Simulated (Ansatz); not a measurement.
# HfCl₂F₂: small, medium and large basis sets

An exercise on one series of results from a longer session: the logs are not shown, and one member is left open.

The runs use Ansatz 0.2.0, Gaussian basis; one geometry, several basis sets.

Levels to be run: PBE0-D4/def2-SVP; ωB97M-V/def2-SVP; PBE0-D4/def2-QZVPP; ωB97M-V/def2-QZVPP; the functionals' def2-TZVPP values are taken from earlier runs.

## The geometry

The geometry comes from an earlier relaxation with PBE0-D4 in a triple-zeta def2 set; it is a stationary point. Hf takes the def2 core potential; no spin-orbit term is included.

SMILES `[F][Hf]([F])([Cl])[Cl]`, 5 atoms, charge 0, spin multiplicity 1.

Atoms are counted from 1 here; the program's logs count them from 0.

Bond lengths: F1–Hf2 1.886 Å, Hf2–F3 1.886 Å, Hf2–Cl4 2.331 Å, Hf2–Cl5 2.331 Å. Angles: F1–Hf2–F3 108.3°, F1–Hf2–Cl4 109.4°, F1–Hf2–Cl5 109.4°, F3–Hf2–Cl4 109.4°, F3–Hf2–Cl5 109.4°, Cl4–Hf2–Cl5 110.8°.

Set-up of the first run:

Contents of in.yaml:

```yaml
crystal:
  periodic: [false, false, false]
  atoms:
    - {symbol: F, position_ang: [0.183456, -0.587061, 1.835837]}
    - {symbol: Hf, position_ang: [0.062086, -0.077823, 0.024140]}
    - {symbol: F, position_ang: [1.248021, -1.151413, -0.974483]}
    - {symbol: Cl, position_ang: [-2.116174, -0.418440, -0.732672]}
    - {symbol: Cl, position_ang: [0.672411, 2.161236, -0.194322]}
basis:
  gaussian: {orbitals: def2-SVP}
hamiltonian: {xc: pbe0, dispersion: d4}
output: {orbitals: {seedname: orbitals}}
```

Among the steps run: PBE0-D4 in def2-SVP; ωB97M-V in def2-SVP; PBE0-D4 in def2-QZVPP; ωB97M-V in def2-QZVPP.

One table of the session follows, with a row left open; its other results are not shown here.

It belongs to the step «Functionals by basis». 

```
functional       basis  HOMO (eV)
   PBE0-D4    def2-SVP      -9.80
   PBE0-D4  def2-TZVPP          ?
   PBE0-D4  def2-QZVPP      -9.83
   ωB97M-V    def2-SVP     -11.98
   ωB97M-V  def2-TZVPP     -12.04
   ωB97M-V  def2-QZVPP     -12.07
```

**Question.** Estimate the row for PBE0-D4, def2-TZVPP.

**Answer.** HOMO (eV): -9.82. In the column «HOMO (eV)» it lies between PBE0-D4, def2-QZVPP (-9.83) and PBE0-D4, def2-SVP (-9.80).
